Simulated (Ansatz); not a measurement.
# Cl: the cost of one run

Program: Ansatz 0.2.0. Level of theory: DFT r2SCAN, scalar-relativistic, plane waves, PAW. These are calculated values, not measurements.

1 further run of the same task is left out (it didn't finish). Runs told in other sessions of the task aren't counted.

**1. The structure to begin with**

Symmetry: Cmce, No. 64, orthorhombic system. Conventional cell: a = 6.528 Å, b = 4.141 Å, c = 8.263 Å, α = 90.00°, β = 90.00°, γ = 90.00°. Around Cl (site symmetry m) lie 1 Cl at 2.01 Å.

Structure file:

```
CELL_PARAMETERS angstrom
3.26418 -2.07070 0.00000
3.26418 2.07070 0.00000
0.00000 0.00000 8.26300
ATOMIC_POSITIONS crystal
Cl 0.88046 0.11954 0.10591
Cl 0.61954 0.38046 0.60591
Cl 0.11954 0.88046 0.89409
Cl 0.38046 0.61954 0.39409
```

This cell was relaxed beforehand with the same method: volume 27.93 Å³/atom, gap on the mesh 2.65 eV.

**2. The cell scaled to 0.97 of its volume**

The input, input.yaml:

```yaml
crystal:
  lattice:
    - [3.2312020885, -2.0497805909, 0.0]
    - [3.2312020885, 2.0497805909, 0.0]
    - [0.0, 0.0, 8.1795260646]
  atoms:
    - { symbol: Cl, position: [0.8804611252, 0.1195388748, 0.1059122708] }
    - { symbol: Cl, position: [0.6195388748, 0.3804611252, 0.6059122708] }
    - { symbol: Cl, position: [0.1195388748, 0.8804611252, 0.8940877292] }
    - { symbol: Cl, position: [0.3804611252, 0.6195388748, 0.3940877292] }
basis:
  ecutwfc: 500
kpoints:
  mp_grid: { grid: [6, 6, 4] }
hamiltonian:
  xc: r2scan
scf:
  occupations: { method: gaussian, width: 0.02 }
output:
  forces: true
  stress: true
  eigenvalues: true
relax:
  adjacent_minimum: "off"
  f_tol: 0.01
  max_steps: 30
  cell: { stress_tol: 0.1, fix: [volume] }
```

Started as:

```sh
$ ansatz run input.yaml --threads 1 --pin off --max-ram 2560MiB --backend cpu --events-out ev --progress --plain --runs-dir out
```

What time and memory should one allow on 1 thread of Arm Neoverse V1, shared host?

About 50 s, with a peak of 0.6 GiB.
